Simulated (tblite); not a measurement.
# C9H14BN: the cost of one run

The runs use tblite 0.8.0 and PySCF 2.14.0, with density-fitted response routines of our own; the level of theory stands in each step. All values are computed, except where a source is named. Atoms count from 0, in the outputs and in this text.

### 1 The starting structure

25 atoms, charge 0, multiplicity 1; geometry from: force field or distance geometry start.

Bonds of the start (Å): B0–C1 1.56, C1–C2 1.52, C2–C3 1.52, C3–C4 1.54, B0–N5 1.49, N5–C6 1.34, C6–C7 1.39, C7–C8 1.38, C8–C9 1.38, C9–C10 1.39, C4–C1 1.51, C10–N5 1.36, B0–H11 1.21, B0–H12 1.22, C1–H13 1.13, C2–H14 1.10, C2–H15 1.10, C3–H16 1.11, C3–H17 1.12, C4–H18 1.10, C4–H19 1.10, C6–H20 1.08, C7–H21 1.08, C8–H22 1.08, C9–H23 1.09, C10–H24 1.07.

### 2 Optimising the geometry with GFN2-xTB

What the job is given:

```
{"job": {"kind": "relax", "xc": "GFN2-xTB", "basis": "xTB"}, "charge": 0, "multiplicity": 1}
B     -0.293900     0.853000    -0.599700
C     -1.475700     0.404200     0.319700
C     -2.779700     0.499700    -0.449300
C     -3.264200    -0.628600     0.450300
C     -1.790800    -1.061500     0.453100
N      1.079400     0.377200    -0.267300
C      1.394400    -0.841300     0.200300
C      2.694800    -1.231600     0.501000
C      3.752500    -0.359800     0.313100
C      3.421000     0.894100    -0.164300
C      2.106800     1.241900    -0.450200
H     -0.626300     0.642300    -1.740600
H     -0.280300     2.067200    -0.528100
H     -1.626000     0.986500     1.273900
H     -2.631400     0.108400    -1.466200
H     -3.348500     1.431100    -0.324900
H     -3.943700    -1.365600    -0.031500
H     -3.617600    -0.250300     1.439300
H     -1.647700    -1.681200    -0.441300
H     -1.565200    -1.500900     1.437800
H      0.616400    -1.568700     0.374400
H      2.881900    -2.232100     0.874000
H      4.776900    -0.617500     0.541500
H      4.216100     1.622400    -0.334000
H      1.939700     2.235300    -0.814400
```

Command:

```console
$ OMP_NUM_THREADS=1 python probes_run.py task.json out
```

One launch serves the whole session: the jobs run in the order shown.

**Question.** How long does this first job take on 1 thread of Arm Neoverse V2, shared host, and how much memory does it need?

About 1.6 s, with a peak of 0.18 GiB.
